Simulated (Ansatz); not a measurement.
# H4O2Si2: the cost of one run

Method: RKS PBE0-D4/def2-SVP, in Ansatz 0.2.0.

**1. Starting point**

Bond lengths: O1–Si2 1.628 Å, Si2–O3 1.645 Å, O3–Si4 1.683 Å, O1–H5 0.962 Å, Si4–H6 1.541 Å, Si4–H7 1.445 Å, Si4–H8 1.476 Å. Angles: O1–Si2–O3 106.1°, Si2–O1–H5 120.1°, Si2–O3–Si4 137.8°, O3–Si4–H6 105.0°, O3–Si4–H7 113.2°, O3–Si4–H8 108.6°, H6–Si4–H7 109.6°, H6–Si4–H8 108.5°, H7–Si4–H8 111.6°.

Coordinates:

```xyz
8

O    -0.5243    2.0425   -1.8819
Si   -0.3110    1.7064   -0.3036
O    -0.0787    0.0809   -0.2112
Si    0.3529   -1.0533    0.9550
H    -0.5378    1.3312   -2.5289
H    -0.8209   -1.0657    1.9529
H     1.5756   -0.7195    1.6483
H     0.4363   -2.3797    0.3135
```

**2. Relaxing end A**

input.yaml

```yaml
crystal:
  periodic: [false, false, false]
  atoms:
    - { symbol: O, position_ang: [-0.5243, 2.0425, -1.8819] }
    - { symbol: Si, position_ang: [-0.311, 1.7064, -0.3036] }
    - { symbol: O, position_ang: [-0.0787, 0.0809, -0.2112] }
    - { symbol: Si, position_ang: [0.3529, -1.0533, 0.955] }
    - { symbol: H, position_ang: [-0.5378, 1.3312, -2.5289] }
    - { symbol: H, position_ang: [-0.8209, -1.0657, 1.9529] }
    - { symbol: H, position_ang: [1.5756, -0.7195, 1.6483] }
    - { symbol: H, position_ang: [0.4363, -2.3797, 0.3135] }
basis:
  gaussian: { orbitals: def2-SVP }
hamiltonian:
  xc: pbe0
  dispersion: d4
relax:
  f_tol: 0.015
  max_steps: 40
```

The run is started by

```sh
> ansatz run input.yaml --threads 1 --pin off --max-ram 2048MiB --backend cpu --events-out ev --progress --plain --runs-dir out
```

Q: Estimate wall time and peak memory on 1 thread of AMD EPYC 7R13 (Zen 3), shared host.

About 54 s, with a peak of 0.18 GiB.
